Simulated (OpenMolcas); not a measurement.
**Os⁵⁺ among point charges: CASSCF and CASPT2 levels and susceptibility**

How does a field of 6 point charges split the states of Os⁵⁺, and what χT follows?

The numbers are computed with OpenMolcas 26.06 (state-averaged CASSCF and CASPT2, spin-orbit coupling by RASSI with atomic mean-field integrals), except any that are marked as measured or tabulated.

## (1) What is computed

* Species: Os⁵⁺ (osmium, Z = 76, 71 electrons)
* Basis: ANO-RCC-VDZP [7s6p4d2f1g], 68 functions
* Scalar Hamiltonian: DKH2, point nucleus
* Inactive shells: 1s 2s 2p 3s 3p 3d 4s 4p 4d 4f 5s 5p
* Active space: 3 electrons in 5 orbitals (5d)
* Some configurations of this space: 5d³
* Orbitals: optimised for each spin and parity, averaged over all roots

The outer shells:

5d3
```
5d [↑ ][↑ ][↑ ][  ][  ]
```

The ion sits among 6 point charges of -1.1 e arranged as an octahedron (Oh), 1.84 Å from the ion.

Each step is its own input file, run in one work folder so that later steps find the files of earlier ones. Labels, J, g values, rates, χT and fits are worked out afterwards by a script from the matrices that RASSI stores. The input lists half of the charges; inversion (Group=XYZ) makes the rest.

## (2) Basis and integrals

Input file a.inp:

```
&GATEWAY
Coord
1

Os 0.0 0.0 0.0
Basis=ANO-RCC-VDZP
Group=XYZ
NoMove
AngMom=0.0 0.0 0.0
AMFI
XField
3 Angstrom 0
1.840000 0.000000 0.000000 -1.100000
0.000000 1.840000 0.000000 -1.100000
0.000000 0.000000 1.840000 -1.100000
&SEWARD
```

On the command line:

```bash
$ OMP_NUM_THREADS=1 MOLCAS_MEM=1689 MOLCAS_PROJECT=a pymolcas a.inp > a.log
```

## (3) Reference wave functions, quartets of even parity, 10 roots

Input file a.inp:

```
&RASSCF
FileOrb=start.orb
Symmetry=1
Spin=4
nActEl=3 0 0
Inactive=15 19
Ras2=5 0
CIRoot=10 10 1
SDav=10
CIMx=300
Iter=120 100
PrWF=0.3
OrbListing=Nothing
MaxOrb=0
>>> COPY $Project.JobIph JOB001
```

start.orb holds the contracted functions of the basis, ordered by shell, or the orbitals of the step before.

## (4) Reference wave functions, doublets of even parity, 40 roots

Input file a.inp:

```
&RASSCF
FileOrb=start.orb
Symmetry=1
Spin=2
nActEl=3 0 0
Inactive=15 19
Ras2=5 0
CIRoot=40 40 1
SDav=40
CIMx=300
Iter=120 100
PrWF=0.3
OrbListing=Nothing
MaxOrb=0
>>> COPY $Project.JobIph JOB002
```

## (5) State interaction with spin-orbit coupling

Input file a.inp:

```
&RASSI
NrOfJobIphs=2 10 40
1 2 3 4 5 6 7 8 9 10
1 2 3 4 5 6 7 8 9 10 11 12 13 14 15 16 17 18 19 20 21 22 23 24 25 26 27
28 29 30 31 32 33 34 35 36 37 38 39 40
IphNames
JOB001
JOB002
EJob
SpinOrbit
DIPRint=1.0
SOCoupling=1000.0
Subsets=2
Property=9
'ANGMOM' 1 'ANGMOM' 2 'ANGMOM' 3 'MLTPL  1' 1 'MLTPL  1' 2 'MLTPL  1' 3
'AMFI' 1 'AMFI' 2 'AMFI' 3
SOProperty=3
'ANGMOM' 1 'ANGMOM' 2 'ANGMOM' 3
```

## (6) CASPT2: IPEA 0.25, imaginary shift 0.1 (closed shells correlated: 5s 5p)

Input file a.inp:

```
>>> COPY JOB001 $Project.JobIph
&CASPT2
Multistate=10 1 2 3 4 5 6 7 8 9 10
NoMult
Frozen=14 16
IPEA=0.25
Imaginary=0.1
MaxIter=60
WThr=0.0 0.3 0.05
PrWF=0.5
NoMix
>>> COPY JOB002 $Project.JobIph
&CASPT2
Multistate=40 1 2 3 4 5 6 7 8 9 10 11 12 13 14 15 16 17 18 19 20 21 22
23 24 25 26 27 28 29 30 31 32 33 34 35 36 37 38 39 40
NoMult
Frozen=14 16
IPEA=0.25
Imaginary=0.1
MaxIter=60
WThr=0.0 0.3 0.05
PrWF=0.5
NoMix
```

(Steps that only read results are left out.)

Before running it: what results should come out? Wanted: spin-free ground state; first state of the same spin within the active space; lowest level; next level.

The runs gave:

| quantity | value |
| --- | --- |
| method | SS-CASPT2, IPEA 0.25, imaginary shift 0.1 (closed shells correlated: 5s 5p) |
| spin-free ground state | 4A2, 1-fold in its orbital part |
| first state of the same spin within the active space | 4T2 at 7750 cm⁻¹ |
| lowest level | 4-fold Γ8 |
| next level | 8154.1 cm⁻¹ |
| χT at 300 K | 0.16 cm³ K/mol |
| effective moment at 300 K | 1.13 μB |

Cost by method:

| method | time of its own steps | time with the reference |
| --- | --- | --- |
| A. CASSCF | 7.4 s | 7.4 s |
| B. SS-CASPT2, IPEA 0.25, imaginary shift 0.1, +5s 5p | 3.7 s | 11 s |

Times are of one thread on a shared host.

In words: The spin-free ground state (4A2) comes to 100 % from free-ion F terms and keeps the highest spin of the shell. χT at 300 K is 0.16, against 1.88 cm³ K/mol for the spin alone, so spin-orbit coupling lowers it. CASPT2 does not keep the components of a term degenerate, and the means are used. The field of point charges can differ much from that of real complexes. This is an electrostatic model: the charges have no orbitals.
